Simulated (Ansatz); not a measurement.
# TiO: the cost of one run

Program: Ansatz 0.2.0. Level of theory: DFT r2SCAN+U, scalar-relativistic, plane waves, PAW. These are calculated values, not measurements.

1 further run of the same task is left out (set aside as unsound or not needed).

## Step 1: The system as given

Symmetry: P6_3/mmc, No. 194, hexagonal system. The conventional cell has a = 2.863 Å, b = 2.863 Å, c = 5.571 Å, α = 90.00°, β = 90.00°, γ = 120.00°. Around Ti (site symmetry -6m2) lie 6 O at 2.16 Å. Around O (site symmetry -3m) lie 6 Ti at 2.16 Å.

Structure file:

```xyz
4
Lattice="2.8634 0.0000 0.0000 -1.4317 2.4798 0.0000 0.0000 0.0000 5.5705" Properties=species:S:1:pos:R:3 pbc="T T T"
Ti    0.0000    1.6532    1.3926
Ti    1.4317    0.8266    4.1779
O     0.0000    0.0000    0.0000
O     0.0000    0.0000    2.7853
```

It goes back to an entry of the Materials Project, which need not be the stable form.

This cell was relaxed beforehand with the same method: volume 9.89 Å³/atom, gap on the mesh 0.11 eV.

## Step 2: The reference: the undisturbed cell on the scan's mesh

The input, input.yaml:

```yaml
crystal:
  lattice:
    - [2.8634227491, 0.0, 0.0]
    - [-1.4317113746, 2.4797968425, 0.0]
    - [0.0, 0.0, 5.5705398661]
  atoms:
    - { symbol: Ti, position: [0.3333333333, 0.6666666667, 0.25] }
    - { symbol: Ti, position: [0.6666666667, 0.3333333333, 0.75] }
    - { symbol: O, position: [0.0, 0.0, 0.0] }
    - { symbol: O, position: [0.0, 0.0, 0.5] }
basis:
  ecutwfc: 500
kpoints:
  mp_grid: { grid: [12, 12, 6] }
hamiltonian:
  xc: r2scan
  hubbard: { sites: [{ species: Ti, l: d, u_eff: 4.0 }] }
scf:
  occupations: { method: gaussian, width: 0.03 }
output:
  forces: true
  stress: true
  eigenvalues: true
  write_density: true
  write_potential: true
  elf: true
  volumetric_format: npy
```

Run with:

```
ansatz run input.yaml --threads 1 --pin off --max-ram 2560MiB --backend cpu --events-out ev --progress --plain --runs-dir out
```

Q: Estimate wall time and peak memory on 1 thread of Intel Xeon at 2.50GHz (Skylake/Cascade Lake), shared host.

About 40 s, with a peak of 0.56 GiB.
